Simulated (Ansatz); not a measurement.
# ClH5O2Si: the cost of one run

Method: RKS PBE0/6-31G*, in Ansatz 0.2.0.

**1. The starting structure**

Bond lengths: Si1–O3 1.680 Å, O3–H4 1.010 Å, Si1–H5 1.459 Å, Si1–Cl6 2.128 Å, Si1–O7 1.980 Å, O7–H8 1.010 Å. Angles: Si1–O3–H4 109.5°, O3–Si1–H5 109.5°, O3–Si1–Cl6 109.5°, O3–Si1–O7 170.2°, H5–Si1–Cl6 109.5°, H5–Si1–O7 78.7°, Cl6–Si1–O7 61.8°, Si1–O7–H8 109.5°.

Coordinates:

```xyz
9

Si    0.0000    0.0000    0.0000
H     0.0000    0.0000    1.8100
O     1.5842    0.0000   -0.5594
H     1.9006   -0.9521   -0.6761
H    -0.6877    1.1914   -0.4862
Cl   -1.0032   -1.7381   -0.7093
O    -1.8488   -0.3353    0.6243
H    -2.2908   -1.0136    0.0205
H    -0.9451   -0.1714    1.7351
```

**2. Pulling towards end A**

Springs on the bonds that form and break draw the guess towards this end; the thresholds are loose.

input.yaml reads:

```yaml
crystal:
  periodic: [false, false, false]
  atoms:
    - { symbol: Si, position_ang: [0.0, 0.0, 0.0] }
    - { symbol: H, position_ang: [0.0, 0.0, 1.81] }
    - { symbol: O, position_ang: [1.5842, 0.0, -0.5594] }
    - { symbol: H, position_ang: [1.9006, -0.9521, -0.6761] }
    - { symbol: H, position_ang: [-0.6877, 1.1914, -0.4862] }
    - { symbol: Cl, position_ang: [-1.0032, -1.7381, -0.7093] }
    - { symbol: O, position_ang: [-1.8488, -0.3353, 0.6243] }
    - { symbol: H, position_ang: [-2.2908, -1.0136, 0.0205] }
    - { symbol: H, position_ang: [-0.9451, -0.1714, 1.7351] }
basis:
  gaussian: { orbitals: "6-31G*" }
hamiltonian:
  xc: pbe0
relax:
  f_tol: 0.15
  max_steps: 25
  restrain:
    - { distance: [0, 6], at: 2.88, k: 30.0 }
    - { distance: [8, 1], at: 1.86, k: 30.0 }
    - { distance: [0, 1], at: 1.46, k: 30.0 }
    - { distance: [8, 6], at: 1.01, k: 30.0 }
```

Started as:

```sh
> ansatz run input.yaml --threads 1 --pin off --max-ram 2048MiB --backend cpu --events-out ev --progress --plain --runs-dir out
```

**Question.** How long does this run take on 1 thread of Arm Neoverse V1, shared host, and how much memory does it need?

About 36 s, with a peak of 0.15 GiB.
